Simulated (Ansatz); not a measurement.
# C2H7InS: one species, many methods

An exercise on one series of results from a longer session: the logs are not shown, and one member is left open.

The runs use Ansatz 0.2.0, Gaussian basis; functionals in def2-TZVPP, the program's frozen cores in correlated methods.

The runs, in order: LDA (SPW92), PBE-D4, revPBE-D4, BLYP-D4, r2SCAN-D4, B97M-V, PBE0-D4, B3LYP-D4, r2SCANh-D4, r2SCAN0-D4, HSE06-D4, BHLYP-D4, CAM-B3LYP-D4, LC-ωPBE, ωB97X-V, ωB97M-V, B2PLYP, PBE-QIDH; CCSD(T)/def2-SVP; CCSD(T)/def2-TZVPP; MP2/def2-QZVPP; extrapolation to the limit; RPA on PBE.

## The relaxed structure

The geometry comes from an earlier relaxation with PBE0-D4 in a triple-zeta def2 set; it is a stationary point, not always the lowest conformer. In takes the def2 core potential; no spin-orbit term is included.

SMILES `[CH3][In]([CH3])[SH]`, 11 atoms, charge 0, spin multiplicity 1.

Atoms are counted from 1 here; the program's logs count them from 0.

Bond lengths: C1–In2 2.145 Å, C1–H5 1.090 Å, C1–H6 1.090 Å, C1–H7 1.092 Å, In2–C3 2.147 Å, In2–S4 2.410 Å, C3–H8 1.092 Å, C3–H9 1.090 Å, C3–H10 1.090 Å, S4–H11 1.343 Å. Angles: In2–C1–H5 109.9°, In2–C1–H6 111.2°, In2–C1–H7 109.3°, H5–C1–H6 109.5°, H5–C1–H7 108.4°, H6–C1–H7 108.5°, C1–In2–C3 131.7°, C1–In2–S4 113.1°, C3–In2–S4 115.2°, In2–C3–H8 109.2°, In2–C3–H9 110.0°, In2–C3–H10 111.2°, H8–C3–H9 108.4°, H8–C3–H10 108.6°, H9–C3–H10 109.4°, In2–S4–H11 94.6°.

The first run:

Contents of in.yaml:

```yaml
crystal:
  periodic: [false, false, false]
  atoms:
    - {symbol: C, position_ang: [-0.029814, 1.578992, -1.472434]}
    - {symbol: In, position_ang: [-0.195689, -0.124874, -0.179387]}
    - {symbol: C, position_ang: [0.706579, -0.571441, 1.717467]}
    - {symbol: S, position_ang: [-1.639057, -1.842905, -1.059628]}
    - {symbol: H, position_ang: [-0.951156, 1.705515, -2.040961]}
    - {symbol: H, position_ang: [0.174376, 2.486681, -0.904058]}
    - {symbol: H, position_ang: [0.790316, 1.419080, -2.175434]}
    - {symbol: H, position_ang: [1.606890, -1.167662, 1.554850]}
    - {symbol: H, position_ang: [0.016381, -1.150540, 2.331409]}
    - {symbol: H, position_ang: [0.984880, 0.340155, 2.246931]}
    - {symbol: H, position_ang: [-1.463706, -2.672999, -0.018734]}
basis:
  gaussian: {orbitals: def2-TZVPP}
hamiltonian: {xc: lda}
output: {orbitals: {seedname: orbitals}}
```

On the command line:

```sh
ansatz run in.yaml --threads 4 --pin off --events-out ev --progress --plain --max-ram 10444MiB
```

Among the steps run: LDA; PBE-D4 (GGA); revPBE-D4 (GGA); BLYP-D4 (GGA); r2SCAN-D4 (meta-GGA); B97M-V (meta-GGA); PBE0-D4 (hybrid); B3LYP-D4 (hybrid); r2SCANh-D4 (hybrid); r2SCAN0-D4 (hybrid); HSE06-D4 (hybrid); BHLYP-D4 (hybrid); CAM-B3LYP-D4 (range-separated); LC-ωPBE (range-separated); ωB97X-V (range-separated); ωB97M-V (range-separated); B2PLYP (double hybrid); PBE-QIDH (double hybrid).

One table of the session follows, with a row left open; its other results are not shown here.

It belongs to the step «Orbital energies across the functionals». 

```
  functional  HOMO (eV)  gap (eV)
 LDA (SPW92)      -6.02      4.10
      PBE-D4      -5.87      4.21
   revPBE-D4      -5.81      4.27
     BLYP-D4      -5.71      4.09
   r2SCAN-D4      -6.14      4.73
      B97M-V      -6.20      4.55
     PBE0-D4      -7.04      6.09
    B3LYP-D4      -6.79      5.57
  r2SCANh-D4      -6.57      5.40
  r2SCAN0-D4      -7.22      6.41
    HSE06-D4      -6.64      5.33
    BHLYP-D4      -8.06      7.75
CAM-B3LYP-D4      -8.34      8.18
     LC-ωPBE      -9.75     10.67
     ωB97X-V      -9.38     10.16
     ωB97M-V          ?         ?
```

Estimate the missing values for ωB97M-V.

**Answer.** HOMO (eV): -9.24; gap (eV): 9.70. In the column «HOMO (eV)» it lies between ωB97X-V (-9.38) and CAM-B3LYP-D4 (-8.34).
